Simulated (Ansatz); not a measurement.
# AlCl (aluminium monochloride) at BCCD(T)/aug-cc-pVTZ

What is the electronic atomisation energy of AlCl (aluminium monochloride) at BCCD(T)/aug-cc-pVTZ? 

The results are computed with Ansatz 0.2.0.

34 further runs of the same task are left out: 34 set aside as unsound or not needed.

### Step 1. The structure to begin with

AlCl has 2 atoms, charge 0, and is taken as a singlet. SMILES: `[Al][Cl]`. The bond length is the measured one.

Bond lengths: Al1–Cl2 2.130 Å.

### Step 2. The energy at BCCD(T)/aug-cc-pVTZ

input.yaml reads:

```yaml
basis:
  gaussian: {orbitals: aug-cc-pVTZ}
crystal:
  periodic: [false, false, false]
  atoms:
    - {symbol: Al, position_ang: [0.000000, 0.000000, 0.000000]}
    - {symbol: Cl, position_ang: [0.000000, 0.000000, 2.130113]}
correlation: {method: bccd_t, frozen_orbitals: {Al: 5, Cl: 5}}
accuracy: high
scf: {omitted_lower_state_checks: [cluster_reference, increment]}
```

Command:

```bash
$ ansatz run input.yaml --threads 1 --pin off --max-ram 3480MiB --events-out events.jsonl --progress --plain --runs-dir runs
```

The program printed (excerpt; [...] marks lines left out):

```text
Warning: RAYON_NUM_THREADS=1 ignored (pool sized by the plan → 1); use --threads N
Functional definition: HF
  name "HF"
[...]
1311 factors; integrals over basis functions are off by at most 4.0e-9 eV
[...]
mean field -19089.09031833 eV, -701.5111301483 hartree, gradient 2.3e-8 eV, S^2 0.000000; 0 other end points of the search recorded, 0 dependent functions left out
10 core orbitals not correlated: weight in the atoms' cores, before any rotation towards them, 1.000 or more for the frozen orbitals, at most 0.000 for the correlated occupied ones
reference -19089.09031833 eV, -701.5111301483 hartree; 5, 5 occupied and 85, 85 virtual orbitals, 1311 factors
second order -6.69879771 eV of doubles, -0.00000000 eV of singles
cycle   1  -7.15068912 eV  change   -4.5e-1 eV  update   6.8e-2
[...]
cycle  23  -7.37897050 eV  change  -2.0e-10 eV  update  8.1e-10
perturbative correction -0.32701931 eV, -0.0120177378 hartree
Total energy: -19096.79630814 eV, -701.7943200506 hartree
Checks for a lower state left out: cluster_reference, increment
```

Run time: 8.7 s. Hardware: 1 thread of AMD EPYC 7R13 (Zen 3), shared host; peak memory 0.57 GiB.

### Step 3. The Al atom at the same level

job.yaml reads:

```yaml
crystal:
  periodic: [false, false, false]
  atoms:
    - {symbol: Al, position_ang: [0.000000, 0.000000, 0.000000]}
basis:
  gaussian: {orbitals: aug-cc-pVTZ}
scf: {omitted_lower_state_checks: [cluster_reference, increment]}
magnetization: {spin_polarized: true, initial_magnetization: 1}
correlation: {method: bccd_t, frozen_orbitals: {Al: 5}}
accuracy: high
```

Run the same way, it converges to -241.93148 Eh (log not shown).

### Step 4. The Cl atom

input.yaml reads:

```yaml
basis:
  gaussian: {orbitals: aug-cc-pVTZ}
crystal:
  periodic: [false, false, false]
  atoms:
    - symbol: Cl
      position_ang: [0.000000, 0.000000, 0.000000]
accuracy: high
magnetization: {spin_polarized: true, initial_magnetization: 1}
scf: {omitted_lower_state_checks: [cluster_reference, increment]}
correlation: {method: bccd_t, frozen_orbitals: {Cl: 5}}
total_charge: 0
```

Command:

```bash
$ ansatz run input.yaml --threads 1 --pin off --max-ram 3480MiB --events-out events.jsonl --progress --plain --runs-dir runs
```

The program printed (excerpt; [...] marks lines left out):

```text
Warning: RAYON_NUM_THREADS=1 ignored (pool sized by the plan → 1); use --threads N
[... 2 set-up lines as earlier in the session ...]
[...]
500 factors; integrals over basis functions are off by at most 3.7e-9 eV
[...]
mean field -12503.25017695 eV, -459.4859689956 hartree, gradient 7.6e-8 eV, S^2 0.760140; 3 other end points of the search recorded, 0 dependent functions left out
5 core orbitals not correlated: weight in the atoms' cores, before any rotation towards them, 1.000 or more for the frozen orbitals, at most 0.000 for the correlated occupied ones
reference -12503.25017695 eV, -459.4859689956 hartree; 4, 3 occupied and 41, 42 virtual orbitals, 500 factors
second order -4.39090661 eV of doubles, -0.00000000 eV of singles
cycle   1  -4.87346945 eV  change   -4.8e-1 eV  update   3.9e-2
[...]
cycle  17  -5.00673630 eV  change  -2.0e-10 eV  update  3.3e-10
perturbative correction -0.17042423 eV, -0.0062629749 hartree
Total energy: -12508.42733748 eV, -459.6762261357 hartree
Checks for a lower state left out: cluster_reference, increment
```

It took 2 s on 1 thread of AMD EPYC 7R13 (Zen 3), shared host; peak memory 0.2 GiB.

### Step 5. What came out

Level: BCCD(T)/aug-cc-pVTZ, 10 core orbitals frozen.

| quantity | value |
| --- | --- |
| molecule: total energy | -701.79432 Eh |
| molecule: correlation energy (10 core orbitals frozen) | -283.2 mEh |
| molecule: (T) correction | -12.02 mEh |
| Al atom: total energy | -241.93148 Eh |
| Al atom: correlation energy (5 core orbitals frozen) | -52.3 mEh |
| Al atom: (T) correction | -1.28 mEh |
| Al atom: ⟨S²⟩ of the reference determinant | 0.770 |
| Cl atom: total energy | -459.67623 Eh |
| Cl atom: correlation energy (5 core orbitals frozen) | -190.3 mEh |
| Cl atom: (T) correction | -6.26 mEh |
| Cl atom: ⟨S²⟩ of the reference determinant | 0.760 |
| electronic atomisation energy | 5.078 eV |

In words: Taking the molecule apart into free atoms costs 5.08 eV (490 kJ/mol), before zero-point energy and without spin-orbit coupling. The triples (molecule) make up 4.2 % of the correlation energy. The triples (Al atom) make up 2.4 % of the correlation energy. The triples (Cl atom) make up 3.3 % of the correlation energy.
